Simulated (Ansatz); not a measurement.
What does this script print? It uses the Ansatz DFT code, driven from Python.

Script `formation_sriro3.py`:
```python
# -*- coding: utf-8 -*-
"""Heat of formation of SrIrO3 at zero temperature, after relaxing cells and atoms."""

from collections import Counter
import warnings

import ansatz as az
import numpy as np

FUNCTIONAL = "pbesol"
EXTRA_BANDS = 12
KSPACING = 0.39
FILLING = "gaussian"
SIGMA = 0.05

PHASES = {
    "SrIrO3": (
        [[3.998048, 0.0, 0.0], [0.0, 3.998048, 0.0], [0.0, 0.0, 3.998048]],
        [
            ("Sr", [0.0, 0.0, 0.0]),
            ("Ir", [0.5, 0.5, 0.5]),
            ("O", [0.5, 0.5, 0.0]),
            ("O", [0.5, 0.0, 0.5]),
            ("O", [0.0, 0.5, 0.5]),
        ],
    ),
    "Sr": (
        [[0.0, 3.04235, 3.04235], [3.04235, 0.0, 3.04235], [3.04235, 3.04235, 0.0]],
        [
            ("Sr", [0.0, 0.0, 0.0]),
        ],
    ),
    "Ir": (
        [[0.0, 1.9156, 1.9156], [1.9156, 0.0, 1.9156], [1.9156, 1.9156, 0.0]],
        [
            ("Ir", [0.0, 0.0, 0.0]),
        ],
    ),
    "O2": (
        [[9.0, 0.0, 0.0], [0.0, 9.5, 0.0], [0.0, 0.0, 10.0]],
        [
            ("O", [0.5, 0.5, 0.4385]),
            ("O", [0.5, 0.5, 0.5615]),
        ],
    ),
}
MOMENTS = {"Ir": 0.5}  # parallel starting moments in muB


def build(vectors, sites):
    crystal = az.Crystal(lattice=az.Lattice.of(vectors))
    for symbol, position in sites:
        crystal = crystal.atom(symbol, position)
    return crystal

POLARISED = {"SrIrO3", "O2"}

GASES = {"O2"}


def run_phase(name, crystal):
    calc = (
        crystal.calculation()
        .functional(FUNCTIONAL)
        .basis(47 * az.Ry)
        .scf(extra_bands=EXTRA_BANDS)
        .kpoints(spacing=KSPACING)
        .occupations(FILLING, width=SIGMA)  # fractional filling near the Fermi level
        .stress()  # GPa
    )
    if name in POLARISED:
        calc = calc.spin("collinear")
    if name in GASES:
        return calc.kpoints(1, 1, 1).relax(force_tolerance=0.02, max_steps=40).run(threads=1)
    calc = calc.relax(force_tolerance=0.02, max_steps=40, cell=True)
    return calc.run(threads=1)


def counts(outcome):
    return Counter(site.symbol for site in outcome.lattice.sites)

def formation_energy(outcome, mu):
    n = counts(outcome)
    return (outcome.report["energy_sigma0_ev"] - sum(k * mu[element] for element, k in n.items())) / sum(n.values())


def volume_per_atom(outcome):
    return abs(np.linalg.det(outcome.lattice.cell_ang)) / len(outcome.lattice.sites)

warnings.simplefilter("ignore")

phases = {name: build(*cell) for name, cell in PHASES.items()}
for name in ["SrIrO3"]:
    phases[name] = phases[name].moments({e: m for e, m in MOMENTS.items() if e in phases[name].species()})
phases["O2"] = phases["O2"].moments(O=1.0)

done = {}
for name, crystal in phases.items():
    done[name] = run_phase(name, crystal)
    print(f"{name}: {done[name].report['energy_sigma0_ev']:.4f} eV, {len(done[name].lattice.sites)} atoms")

# chemical potentials of the elements at zero temperature
references = {"Sr": "Sr", "Ir": "Ir", "O": "O2"}
mu = {element: done[name].report["energy_sigma0_ev"] / len(done[name].lattice.sites) for element, name in references.items()}

target = done["SrIrO3"]
heat = formation_energy(target, mu)
rows = [(name, len(o.lattice.sites), volume_per_atom(o), formation_energy(o, mu)) for name, o in done.items()]
print("| phase | atoms | V (A^3/atom) | E_form (eV/atom) |")
print("| --- | --- | --- | --- |")
for row in rows:
    print(f"| {row[0]} | {row[1]:d} | {row[2]:.3f} | {row[3]:.4f} |")
# no correction for the overbinding of the gas molecule is applied
```

`python formation_sriro3.py` gives:
```text
SrIrO3: -16973.9490 eV, 5 atoms
Sr: -3492.2318 eV, 1 atoms
Ir: -11798.9585 eV, 1 atoms
--- The result so far, ahead of a search for a lower minimum behind the relaxation; the run's own can be another ---
--- Relaxed structure (4 steps of the walk, 4 accepted, 0 SCFs on fresh bases) ---
  F+E_penalty+E_count = -1116.58431555 eV   max|allowed force component| = 9.166e-4 eV/Å
  atoms:
    - { symbol: O, position: [0.5, 0.5, 0.43951413235179165] }
    - { symbol: O, position: [0.5, 0.5, 0.5604858676482084] }
O2: -1116.5843 eV, 2 atoms
| phase | atoms | V (A^3/atom) | E_form (eV/atom) |
| --- | --- | --- | --- |
| SrIrO3 | 5 | 12.278 | -1.5764 |
| Sr | 1 | 51.537 | 0.0000 |
| Ir | 1 | 14.100 | 0.0000 |
| O2 | 2 | 427.500 | 0.0000 |
```

The settings weren't tested for convergence. Other magnetic orders than the one started from may lie lower. For the metals among these phases the mesh is modest: differences between phases can be off by up to 40 meV an atom. The program warned that this SCF threshold is loose for forces or stresses. Spin-orbit coupling, which matters for elements this heavy, is left out. The cells come from databases of deposited and of computed structures, and not all need be stable phases. The compound is the structure given, not necessarily its lowest; energies are at zero temperature, with no correction for gases. Magnetic phases start from parallel moments and may not end in their lowest magnetic state. A semilocal functional's error on such energies is often 0.05 to 0.1 eV an atom, and 0.1 to 0.3 eV against gases such as O2 or F2. The script silences warnings, which a real study should read. Hardware and time: 29 s on 1 thread of AMD EPYC 9R45 96-Core Processor (Zen 5) (shared host), peak memory 1.1 GiB.
